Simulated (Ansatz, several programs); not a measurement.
NaGeCl3 built on the cubic perovskite prototype, relaxed with r2SCAN in Ansatz (plane waves, PAW): it is cubic, Pm-3m (No. 221); conventional cell a = 5.191 Å, 27.97 Å³ an atom. Around Na lie 12 Cl at 3.67 Å; around Ge lie 6 Cl at 2.60 Å; around Cl lie 2 Ge at 2.60 Å and 4 Na at 3.67 Å. The cell was then scaled with its shape and fractional coordinates held. Spin-unpolarised throughout. Whether this structure exists isn't addressed.

```csv
V (Å³/atom),E (meV/atom)
26.295,10.30
27.135,2.46
27.974,0.00
29.652,8.32
```

Task: Pass a cubic E = c₀ + c₁u + c₂u² + c₃u³, with u = V − 27.764 Å³, through these points.

Result: c₀ = 0.15, c₁ = -1.432, c₂ = 3.431, c₃ = -0.2019 (meV and Å³).

Task: Where is the minimum, and what bulk modulus follows?

Result: dE/du = 0 at u = +0.213, so V₀ = 27.98 Å³. B = V₀ d²E/dV² = 27.98 × (2c₂ + 6c₃u) = 27.98 × 6.605 = 185 meV/Å³, and 1 meV/Å³ is 0.16022 GPa: 30 GPa. A third-order Birch-Murnaghan fit to all five points gives 27.98 Å³ and 29 GPa.

Task: Predict the energy and the pressure at the withheld volume, 28.813 Å³.

Result: With u = +1.049: E ≈ 2.19 meV and P = −dE/dV ≈ -0.82 GPa. The run gives 2.18 meV and, from its stress, -0.81 GPa.
